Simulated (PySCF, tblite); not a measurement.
# C₆H₅F₃O: a rotation path, then NMR shifts on frames

How do NMR shifts of C₆H₅F₃O (`CC=C=CC(=O)C(F)(F)F`) change as the atoms move?

Computed with tblite 0.8.0 and PySCF 2.14.0, with density-fitted response routines of our own, on a single molecule in the gas phase. Atoms count from 0, in the outputs and in this text.

## 1. Starting geometry

15 atoms, charge 0, multiplicity 1; geometry from: GFN2-xTB.

Bonds of the start (Å): C0–C1 1.50, C1–C2 1.29, C2–C3 1.31, C3–C4 1.45, C4–O5 1.20, C4–C6 1.56, C6–F7 1.33, C6–F8 1.35, C6–F9 1.35, C0–H10 1.09, C0–H11 1.09, C0–H12 1.09, C1–H13 1.08, C3–H14 1.08.

## 2. A band between two rotamers with GFN2-xTB

The job: settings as JSON, then the geometry in Å.

```
{"job": {"kind": "neb", "xc": "GFN2-xTB", "basis": "xTB", "atoms": [3, 4, 6, 7], "turn": 120}, "charge": 0, "multiplicity": 1}
C      2.314944     0.585849    -0.762815
C      1.486365    -0.562475    -0.277822
C      0.538370    -0.479571     0.592354
C     -0.437093    -0.388788     1.468207
C     -1.818607    -0.133216     1.106762
O     -2.750557    -0.061730     1.864462
C     -2.048386     0.073047    -0.422286
F     -3.330109     0.279608    -0.713480
F     -1.359236     1.131849    -0.885080
F     -1.644044    -0.988988    -1.141829
H      1.975261     1.521412    -0.329023
H      3.358260     0.422554    -0.496834
H      2.246085     0.648833    -1.846984
H      1.718530    -1.530167    -0.705470
H     -0.254196    -0.510228     2.527927
```

With the program's defaults for keys left out, this is: GFN2-xTB climbing-image nudged elastic band, gas phase.

On the command line:

```bash
> OMP_NUM_THREADS=1 python probes_run.py task.json out
```

One launch serves the whole session: the jobs run in the order shown.

The log of the run:

```text
image   E - E0 / eV
  0      -0.0000
  1       0.0156
  2       0.0563
  3       0.0948
  4       0.1118
  5       0.0994
  6       0.0629
  7       0.0205
  8      -0.0010
```

Wall time 2.7 s (1 thread of Arm Neoverse V2, shared host); peak memory 0.18 GiB.

The final band, with the dihedral C3–C4–C6–F7:

```csv
image,dihedral (°),energy (eV),energy (kcal/mol)
0,179,0.000,0.0
1,193,0.016,0.4
2,207,0.056,1.3
3,222,0.095,2.2
4,239,0.112,2.6
5,255,0.099,2.3
6,271,0.063,1.5
7,286,0.021,0.5
8,301,-0.001,0.0
```

## 3. NMR shieldings: image 0, PBE0/pcSseg-1

The job: settings as JSON, then the geometry in Å.

```
{"job": {"kind": "nmr", "xc": "PBE0", "basis": "pcSseg-1", "pop": false}, "charge": 0, "multiplicity": 1}
C      2.314900     0.585800    -0.762800
C      1.486400    -0.562500    -0.277800
C      0.538400    -0.479600     0.592400
C     -0.437100    -0.388800     1.468200
C     -1.818600    -0.133200     1.106800
O     -2.750600    -0.061700     1.864500
C     -2.048400     0.073000    -0.422300
F     -3.330100     0.279600    -0.713500
F     -1.359200     1.131800    -0.885100
F     -1.644000    -0.989000    -1.141800
H      1.975300     1.521400    -0.329000
H      3.358300     0.422600    -0.496800
H      2.246100     0.648800    -1.847000
H      1.718500    -1.530200    -0.705500
H     -0.254200    -0.510200     2.527900
```

Level: GIAO PBE0/pcSseg-1 NMR shielding, non-relativistic, gas phase.

The log of the run:

```text
coarse grid: 13960 points
cycle   1  E = -605.3077747987  dE =  1.778e+00  |g| = 1.174e+00  |ddm| = 3.792e+00
cycle   2  E = -604.5444542914  dE =  7.633e-01  |g| = 2.375e+00  |ddm| = 2.805e+00
cycle   3  E = -605.5399141802  dE = -9.955e-01  |g| = 3.146e-01  |ddm| = 2.251e+00
cycle   4  E = -605.5565024218  dE = -1.659e-02  |g| = 1.401e-01  |ddm| = 3.862e-01
cycle   5  E = -605.5599558702  dE = -3.453e-03  |g| = 2.808e-02  |ddm| = 1.322e-01
cycle   6  E = -605.5601112509  dE = -1.554e-04  |g| = 1.090e-02  |ddm| = 2.584e-02
cycle   7  E = -605.5601379734  dE = -2.672e-05  |g| = 3.281e-03  |ddm| = 1.143e-02
cycle   8  E = -605.5601400825  dE = -2.109e-06  |g| = 8.048e-04  |ddm| = 3.423e-03
final grid: 140128 points
cycle   9  E = -605.6509156293  dE = -3.468e-05  |g| = 1.282e-02  |ddm| = 4.356e-02
cycle  10  E = -605.6508219402  dE =  9.369e-05  |g| = 2.558e-02  |ddm| = 3.140e-02
cycle  11  E = -605.6509471435  dE = -1.252e-04  |g| = 2.680e-03  |ddm| = 2.287e-02
cycle  12  E = -605.6509485668  dE = -1.423e-06  |g| = 3.667e-04  |ddm| = 2.136e-03
cycle  13  E = -605.6509485838  dE = -1.702e-08  |g| = 2.189e-04  |ddm| = 4.470e-04
cycle  14  E = -605.6509485955  dE = -1.168e-08  |g| = 5.036e-05  |ddm| = 2.151e-04
cycle  15  E = -605.6509485959  dE = -4.848e-10  |g| = 1.496e-05  |ddm| = 4.250e-05
converged SCF energy = -605.6509485959

GIAO shielding tensors (ppm)
atom      isotropic    diamagn.    paramagn.     s11        s22        s33       span
  0 C      170.714     248.546     -77.832    161.073    168.779    182.290     21.216
  1 C       87.344     262.271    -174.927     -6.793    106.543    162.281    169.073
  2 C      -45.934     263.814    -309.748    -88.104    -34.733    -14.966     73.138
  3 C       92.385     256.330    -163.945     30.708    102.668    143.779    113.071
  4 C       -0.114     252.389    -252.502    -97.375     12.724     84.310    181.685
  5 O     -319.389     395.014    -714.404   -921.313   -396.717    359.862   1281.176
  6 C       60.915     241.404    -180.489     46.106     54.153     82.485     36.379
  7 F      271.524     465.944    -194.421    192.440    278.619    343.512    151.072
  8 F      248.634     478.369    -229.735    165.280    246.739    333.884    168.603
  9 F      247.765     477.040    -229.275    161.366    246.321    335.608    174.242
 10 H       29.677      30.742      -1.066     25.931     29.033     34.066      8.135
 11 H       29.693      27.516       2.176     25.307     27.140     36.631     11.324
 12 H       29.647      29.437       0.210     25.564     27.695     35.681     10.117
 13 H       25.602      31.214      -5.612     23.407     26.340     27.059      3.651
 14 H       25.746      30.139      -4.394     22.989     26.512     27.737      4.748
```

Wall time 35 s (1 thread of Arm Neoverse V2, shared host); peak memory 0.85 GiB.

Shifts follow as δ = σ(reference) − σ, with reference shieldings (ppm) from runs at the same level and on the same kind of geometry: 1H TMS 31.72, 13C TMS 186.9, 19F CFCl3 170.9, 17O H2O 336.1. The references are single molecules in the gas phase, so shifts against H2O, NH3, PH3, H3PO4 or CFCl3 are not on the usual liquid scales and can be off by tens of ppm. Each atom is listed at this fixed geometry, with no averaging over motion; a spectrum would average atoms that exchange fast.

```csv
atoms,environment,σ (ppm),δ (ppm)
C2,central carbon of an allene,-45.9,232.9
C4,ketone carbonyl carbon,-0.1,187.0
C6,CF3 carbon,60.9,126.0
C1,terminal carbon of a cumulated C=C=C unit,87.3,99.6
C3,terminal carbon of a cumulated C=C=C unit,92.4,94.5
C0,allylic methyl carbon,170.7,16.2
H13,hydrogen on a terminal carbon of a cumulated C=C=C unit,25.60,6.11
H14,hydrogen on a terminal carbon of a cumulated C=C=C unit,25.75,5.97
H12,hydrogen on an allylic methyl carbon,29.65,2.07
H10,hydrogen on an allylic methyl carbon,29.68,2.04
H11,hydrogen on an allylic methyl carbon,29.69,2.02
O5,ketone oxygen,-319.4,655.5
F9,fluorine of a CF3 group,247.8,-76.8
F8,fluorine of a CF3 group,248.6,-77.7
F7,fluorine of a CF3 group,271.5,-100.6
```

Orbitals, density, ELF and potential are computed afterwards from the orbital file.

Frontier orbitals at PBE0/pcSseg-1, with the share of their density that lies nearest to each atom:

```csv
orbital,energy (eV),lies on
HOMO,-7.92,"O5 31 %; C1, C2 about 17 % each"
LUMO,-2.26,"C2, C4 about 26 % each; O5 24 %; C3 7 %"
```

ELF in a plane through or near 9 of the atoms.

Ten even steps from '0' (0.00) to '9' (1.00):
```
0000000000000000000000000000
0000000000000000000000000000
0000000000000000000000000000
0000000000000000000000000000
0000000000000001000342000000
0000004784000023200686200000
0000059999100046423748610000
0000049999200046643758720000
0000016986311012412445300000
0001799555745500289500000000
0004999947746641352457741000
0003999834465385882667861000
0000386101466775273688840000
0000000001354357740388620000
0000000000110089990044200000
0000000000000099991000000000
0000000000000058950000000000
0000000000000000000000000000
0000000000000000000000000000
0000000000000000000000000000
```
The map spans 12.0 Å across and 10.0 Å up, centred on the molecule. Atoms in the plane (x, y in Å): C0 (-2.5, 0.2), C3 (0.8, -1.3), C4 (2.0, -0.6), O5 (3.1, -1.0), C6 (1.9, 1.0), F7 (3.0, 1.6), H11 (-3.4, -0.3), H12 (-2.7, 1.3), H14 (0.9, -2.4).

log10 of the density (e/Å³) in the same plane.

Values, 10 rows by 14 columns:
```
-4.0 -4.0 -4.0 -4.0 -4.0 -4.0 -4.0 -4.0 -4.0 -4.0 -4.0 -4.0 -4.0 -4.0
-4.0 -4.0 -4.0 -4.0 -4.0 -4.0 -4.0 -4.0 -4.0 -4.0 -4.0 -4.0 -4.0 -4.0
-4.0 -4.0 -3.8 -2.9 -2.6 -3.1 -3.8 -2.2 -1.8 -1.7 -1.1 -1.7 -3.5 -4.0
-4.0 -4.0 -2.6 -1.2 -0.7 -1.7 -2.4 -0.8 -0.1 -0.3  1.3 -0.3 -2.3 -4.0
-4.0 -3.3 -1.9 -0.5  0.2 -0.6 -1.3 -1.0 -0.1  0.6 -0.2 -1.0 -2.7 -4.0
-4.0 -2.9 -1.2  0.2  0.2 -0.1 -0.2 -0.5 -0.4  0.5 -0.1 -0.7 -2.0 -4.0
-4.0 -3.5 -2.2 -1.4 -1.5 -1.0 -0.4  0.2  0.3 -0.2  0.5 -0.2 -1.9 -4.0
-4.0 -4.0 -3.8 -3.3 -2.8 -2.1 -1.7 -0.5  0.1 -1.4 -1.3 -1.7 -3.0 -4.0
-4.0 -4.0 -4.0 -4.0 -4.0 -3.8 -3.1 -1.8 -1.6 -2.5 -3.4 -4.0 -4.0 -4.0
-4.0 -4.0 -4.0 -4.0 -4.0 -4.0 -4.0 -3.8 -3.6 -4.0 -4.0 -4.0 -4.0 -4.0
```
The map spans 12.0 Å across and 10.0 Å up, centred on the molecule. Atoms in the plane (x, y in Å): C0 (-2.5, 0.2), C3 (0.8, -1.3), C4 (2.0, -0.6), O5 (3.1, -1.0), C6 (1.9, 1.0), F7 (3.0, 1.6), H11 (-3.4, -0.3), H12 (-2.7, 1.3), H14 (0.9, -2.4).

On the surface of density 0.002 e/bohr³ the electrostatic potential runs, from the 1st to the 99th percentile, from -1.43 V near O5 to 1.31 V near H13.

## 4. Shielding tensors: image 2, PBE0/pcSseg-1

The job: settings as JSON, then the geometry in Å.

```
{"job": {"kind": "nmr", "xc": "PBE0", "basis": "pcSseg-1", "pop": false}, "charge": 0, "multiplicity": 1}
C      2.311600     0.661700    -0.733400
C      1.547300    -0.534000    -0.254500
C      0.584800    -0.491900     0.602800
C     -0.413800    -0.415000     1.453500
C     -1.793700    -0.174900     1.076300
O     -2.728500    -0.134600     1.835200
C     -2.072700     0.025300    -0.445600
F     -3.156400     0.777500    -0.638000
F     -1.076900     0.613400    -1.127900
F     -2.292300    -1.160600    -1.038700
H      1.917400     1.572600    -0.293400
H      3.364300     0.559400    -0.475200
H      2.231000     0.727800    -1.816800
H      1.831500    -1.485700    -0.685100
H     -0.258100    -0.533200     2.518700
```

Method: GIAO PBE0/pcSseg-1 NMR shielding, non-relativistic, gas phase.

The log of the run:

```text
coarse grid: 13960 points
cycle   1  E = -605.3041827016  dE =  1.780e+00  |g| = 1.177e+00  |ddm| = 3.790e+00
cycle   2  E = -604.5286715258  dE =  7.755e-01  |g| = 2.387e+00  |ddm| = 2.868e+00
cycle   3  E = -605.5372194036  dE = -1.009e+00  |g| = 3.209e-01  |ddm| = 2.310e+00
cycle   4  E = -605.5545587751  dE = -1.734e-02  |g| = 1.412e-01  |ddm| = 4.013e-01
cycle   5  E = -605.5580757190  dE = -3.517e-03  |g| = 2.866e-02  |ddm| = 1.362e-01
cycle   6  E = -605.5582374358  dE = -1.617e-04  |g| = 1.128e-02  |ddm| = 2.648e-02
cycle   7  E = -605.5582663703  dE = -2.893e-05  |g| = 3.298e-03  |ddm| = 1.187e-02
cycle   8  E = -605.5582684849  dE = -2.115e-06  |g| = 8.184e-04  |ddm| = 3.480e-03
final grid: 140128 points
cycle   9  E = -605.6487739377  dE = -3.350e-05  |g| = 1.267e-02  |ddm| = 4.441e-02
cycle  10  E = -605.6486804601  dE =  9.348e-05  |g| = 2.545e-02  |ddm| = 3.189e-02
cycle  11  E = -605.6488048636  dE = -1.244e-04  |g| = 2.629e-03  |ddm| = 2.325e-02
cycle  12  E = -605.6488062415  dE = -1.378e-06  |g| = 3.634e-04  |ddm| = 2.090e-03
cycle  13  E = -605.6488062581  dE = -1.658e-08  |g| = 2.201e-04  |ddm| = 4.411e-04
cycle  14  E = -605.6488062699  dE = -1.179e-08  |g| = 5.088e-05  |ddm| = 2.140e-04
cycle  15  E = -605.6488062704  dE = -4.952e-10  |g| = 1.439e-05  |ddm| = 4.231e-05
converged SCF energy = -605.6488062704

GIAO shielding tensors (ppm)
atom      isotropic    diamagn.    paramagn.     s11        s22        s33       span
  0 C      170.239     248.570     -78.331    160.632    167.841    182.242     21.610
  1 C       88.301     262.490    -174.189     -4.979    107.363    162.520    167.499
  2 C      -45.918     264.186    -310.105    -87.965    -35.244    -14.546     73.419
  3 C       91.695     256.569    -164.874     31.162    101.066    142.857    111.695
  4 C       -0.585     252.314    -252.899    -98.695     10.845     86.095    184.789
  5 O     -324.054     395.467    -719.521   -924.570   -404.070    356.478   1281.047
  6 C       61.144     240.846    -179.702     46.361     54.351     82.720     36.359
  7 F      263.838     467.028    -203.190    186.730    262.370    342.415    155.685
  8 F      251.671     480.503    -228.832    176.979    243.172    334.861    157.882
  9 F      251.217     473.076    -221.859    166.963    247.061    339.628    172.665
 10 H       29.696      30.807      -1.111     26.001     29.082     34.005      8.004
 11 H       29.673      27.478       2.195     25.329     27.093     36.596     11.267
 12 H       29.656      29.484       0.172     25.589     27.741     35.639     10.049
 13 H       25.677      31.136      -5.459     23.505     26.553     26.973      3.468
 14 H       25.697      30.133      -4.436     22.911     26.504     27.677      4.766
```

Run time: 28 s. Hardware: 1 thread of Arm Neoverse V2, shared host; peak memory 0.87 GiB.

In short: δ C2 232.8, C4 187.5, C6 125.8, C1 98.6, H13 6.04, H14 6.02 ppm.

[end of part 1 of 2]
